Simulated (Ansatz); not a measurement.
**C5H12Cl2NOV: up Jacob's ladder to CCSD(T)**

One table from this session's results is given with a row withheld; the runs are named, their logs left out.

Method: functionals in def2-TZVPP, the program's frozen cores in correlated methods; program: Ansatz 0.2.0, Gaussian basis.

Plan: LDA (SPW92), PBE-D4, revPBE-D4, BLYP-D4, r2SCAN-D4, B97M-V, PBE0-D4, B3LYP-D4, r2SCANh-D4, r2SCAN0-D4, HSE06-D4, BHLYP-D4, CAM-B3LYP-D4, LC-ωPBE, ωB97X-V, ωB97M-V, B2PLYP, PBE-QIDH; CCSD(T)/def2-SVP; MP2/def2-TZVPP; MP2/def2-QZVPP; RPA on PBE.

1 further run of the same task is left out (it didn't finish).

## Structure used throughout

An earlier PBE0-D4 in a triple-zeta def2 set relaxation fixed the geometry.

22 atoms, charge 0, spin multiplicity 1.

Atoms are counted from 1 here; the program's logs count them from 0.

Bond lengths: C1–O2 1.398 Å, C1–H11 1.094 Å, C1–H12 1.094 Å, C1–H13 1.094 Å, O2–V3 1.731 Å, V3–Cl4 2.175 Å, V3–Cl5 2.175 Å, V3–N6 1.594 Å, N6–C7 1.434 Å, C7–C8 1.527 Å, C7–C9 1.527 Å, C7–C10 1.528 Å, C8–H14 1.092 Å, C8–H15 1.092 Å, C8–H16 1.091 Å, C9–H17 1.092 Å, C9–H18 1.091 Å, C9–H19 1.092 Å and more. Angles: O2–C1–H11 111.1°, O2–C1–H12 109.2°, O2–C1–H13 109.2°, H11–C1–H12 109.3°, H11–C1–H13 109.3°, H12–C1–H13 108.8°, C1–O2–V3 137.6°, O2–V3–Cl4 111.4°, O2–V3–Cl5 111.3°, O2–V3–N6 107.8°, Cl4–V3–Cl5 113.3°, Cl4–V3–N6 106.4°, Cl5–V3–N6 106.3°, V3–N6–C7 173.3°, N6–C7–C8 108.0°, N6–C7–C9 108.4°, N6–C7–C10 107.8°, C8–C7–C9 111.0° and more.

The first run:

in.yaml reads:

```yaml
crystal:
  periodic: [false, false, false]
  atoms:
    - {symbol: C, position_ang: [-2.126756, -0.661748, 2.348912]}
    - {symbol: O, position_ang: [-1.976156, 0.689158, 2.023920]}
    - {symbol: V, position_ang: [-1.048922, 1.641490, 0.915211]}
    - {symbol: Cl, position_ang: [0.305912, 2.982595, 1.962106]}
    - {symbol: Cl, position_ang: [-2.332062, 2.659193, -0.515930]}
    - {symbol: N, position_ang: [-0.133387, 0.650157, 0.067406]}
    - {symbol: C, position_ang: [0.744053, -0.106398, -0.777588]}
    - {symbol: C, position_ang: [-0.114009, -0.896529, -1.763721]}
    - {symbol: C, position_ang: [1.570532, -1.042349, 0.102170]}
    - {symbol: C, position_ang: [1.648051, 0.881329, -1.514143]}
    - {symbol: H, position_ang: [-1.493243, -1.291235, 1.716887]}
    - {symbol: H, position_ang: [-3.172841, -0.949761, 2.211457]}
    - {symbol: H, position_ang: [-1.853948, -0.812687, 3.397244]}
    - {symbol: H, position_ang: [0.529851, -1.464426, -2.439236]}
    - {symbol: H, position_ang: [-0.765692, -1.595465, -1.236128]}
    - {symbol: H, position_ang: [-0.735154, -0.223027, -2.355978]}
    - {symbol: H, position_ang: [0.926062, -1.744194, 0.634806]}
    - {symbol: H, position_ang: [2.145306, -0.472961, 0.834197]}
    - {symbol: H, position_ang: [2.264506, -1.613816, -0.518402]}
    - {symbol: H, position_ang: [2.227503, 1.472868, -0.803734]}
    - {symbol: H, position_ang: [2.337767, 0.337153, -2.163517]}
    - {symbol: H, position_ang: [1.052630, 1.560647, -2.125941]}
basis:
  gaussian: {orbitals: def2-TZVPP}
hamiltonian: {xc: lda}
output: {orbitals: {seedname: orbitals}}
```

Steps of the session up to this table: LDA; PBE-D4 (GGA); revPBE-D4 (GGA); BLYP-D4 (GGA); r2SCAN-D4 (meta-GGA); B97M-V (meta-GGA); PBE0-D4 (hybrid); B3LYP-D4 (hybrid); r2SCANh-D4 (hybrid); r2SCAN0-D4 (hybrid); HSE06-D4 (hybrid); BHLYP-D4 (hybrid); CAM-B3LYP-D4 (range-separated); LC-ωPBE (range-separated); ωB97X-V (range-separated); ωB97M-V (range-separated); B2PLYP (double hybrid); PBE-QIDH (double hybrid).

One table of the session follows, with a row left open; its other results are not shown here.

It belongs to the step «Orbital energies across the functionals». 

```
  functional  HOMO (eV)  LUMO (eV)  gap (eV)
 LDA (SPW92)      -6.65      -3.64      3.01
      PBE-D4      -6.49      -3.41      3.08
   revPBE-D4      -6.43      -3.32      3.11
     BLYP-D4      -6.34      -3.30      3.04
   r2SCAN-D4      -6.79      -3.43      3.36
      B97M-V      -6.90      -3.49      3.42
     PBE0-D4      -7.84      -2.58      5.25
    B3LYP-D4      -7.59      -2.82      4.77
  r2SCANh-D4      -7.29      -3.10      4.19
  r2SCAN0-D4      -8.04      -2.58      5.46
    HSE06-D4      -7.44      -2.96      4.48
    BHLYP-D4      -9.05      -1.54      7.51
CAM-B3LYP-D4      -9.18      -1.53      7.65
     LC-ωPBE     -10.55      -0.45     10.10
     ωB97X-V          ?          ?         ?
     ωB97M-V     -10.07      -0.47      9.60
```

Estimate the missing values for ωB97X-V.

As computed: HOMO (eV): -10.19; LUMO (eV): -0.48; gap (eV): 9.72. In the column «HOMO (eV)» it lies between LC-ωPBE (-10.55) and ωB97M-V (-10.07).
